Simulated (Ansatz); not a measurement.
## SrMg, space group Fm-3m: an all-electron equation of state, step by step

With the Ansatz DFT code, driven from Python.

Run as a notebook:

```python
import ansatz as az
from ase.eos import EquationOfState
from ase.units import GPa
import numpy as np
```

```python
vectors0 = np.array([
    [0.0, 3.49951, 3.49951],
    [3.49951, 0.0, 3.49951],
    [3.49951, 3.49951, 0.0],
])
sites = [
    ("Sr", [0.5, 0.5, 0.5]),
    ("Mg", [0.0, 0.0, 0.0]),
]
```

```python
def crystal_on(cell):
    crystal = az.Crystal(lattice=az.Lattice.of(cell))
    for symbol, position in sites:
        crystal = crystal.atom(symbol, position)
    return crystal
```

```python
volumes, energies = [], []
for scale in np.linspace(0.92, 1.08, 5):
    cell = vectors0 * scale ** (1 / 3)
    calc = (
        crystal_on(cell).calculation()
        .functional("pbesol")
        .occupations("methfessel_paxton", width=0.15)
        .kpoints(7, 7, 7)
        .pseudopotentials("all_electron", lapw=True)
    )
    report = calc.run(threads=1, pin="off").report
    volumes.append(abs(np.linalg.det(cell)) / len(sites))
    energies.append(report["free_energy_ev"] / len(sites))
    print(f"{scale:.3f} {volumes[-1]:9.4f} A^3/atom {energies[-1]:16.5f} eV/atom  (estimated basis error {1000 * report['lapw_basis_errors']['total_ev_per_atom']:.2f} meV/atom)")
v0, e0, bulk = EquationOfState(volumes, energies, eos="birchmurnaghan").fit()
print(f"V0 = {v0:.4f} A^3/atom, B0 = {bulk / GPa:.1f} GPa")
```

    0.920   39.4284 A^3/atom     -45953.13795 eV/atom  (estimated basis error 0.10 meV/atom)
    0.960   41.1427 A^3/atom     -45953.14361 eV/atom  (estimated basis error 0.10 meV/atom)
    1.000   42.8570 A^3/atom     -45953.14182 eV/atom  (estimated basis error 0.10 meV/atom)
    1.040   44.5713 A^3/atom     -45953.13388 eV/atom  (estimated basis error 0.10 meV/atom)
    1.080   46.2856 A^3/atom     -45953.12089 eV/atom  (estimated basis error 0.10 meV/atom)
    V0 = 41.5427 A^3/atom, B0 = 16.1 GPa

A third-order Birch-Murnaghan fit through the 5 points has its minimum at 41.54 Å³ an atom, 3.1 % below the typed cell, with a bulk modulus of 16 GPa and dB/dP = 3.7. From that minimum the energy rises by 5.9 meV an atom on the compressed side and 22.9 meV on the expanded side.

All-electron totals depend on functional, relativistic treatment and basis; only differences at equal settings carry meaning. The mesh is modest for a metal, so energies can be off by several to tens of meV an atom and pressures by half a GPa or more; differences at equal mesh fare better. The structure comes from a database of computed cells and needn't be a stable or known phase. Wall time of the script: 18 s on 1 thread of Arm Neoverse V1 (shared host), peak memory 0.33 GiB.
